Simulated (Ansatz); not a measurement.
# BF3: the cost of one run

All numbers below are computed with Ansatz 0.2.0 (RKS B3LYP-D4/def2-SVP).

1 further run of the same task is left out (it didn't finish).

## (1) The system as given

Bond lengths: B1–F2 1.320 Å, B1–F3 1.320 Å, B1–F4 1.320 Å. Angles: F2–B1–F3 120.0°, F2–B1–F4 120.0°, F3–B1–F4 120.0°.

As a file:

```xyz
4

B     0.0000    0.0000    0.0000
F     0.0000    0.0000    1.3200
F     1.1431    0.0000   -0.6600
F    -1.1431    0.0000   -0.6600
```

## (2) Preparing the start

Input file input.yaml:

```yaml
crystal:
  periodic: [false, false, false]
  atoms:
    - { symbol: B, position_ang: [0.0, 0.0, 0.0] }
    - { symbol: F, position_ang: [0.0, 0.0, 1.32] }
    - { symbol: F, position_ang: [1.1431, 0.0, -0.66] }
    - { symbol: F, position_ang: [-1.1431, 0.0, -0.66] }
basis:
  gaussian: { orbitals: def2-SVP }
hamiltonian:
  xc: b3lyp
  dispersion: d4
relax:
  f_tol: 0.02
  max_steps: 40
```

Run with:

```
ansatz run input.yaml --threads 1 --pin off --max-ram 2048MiB --backend cpu --events-out ev --progress --plain --runs-dir out
```

What time and memory should one allow on 1 thread of Arm Neoverse V2, shared host?

About 4.5 s, with a peak of 0.1 GiB.
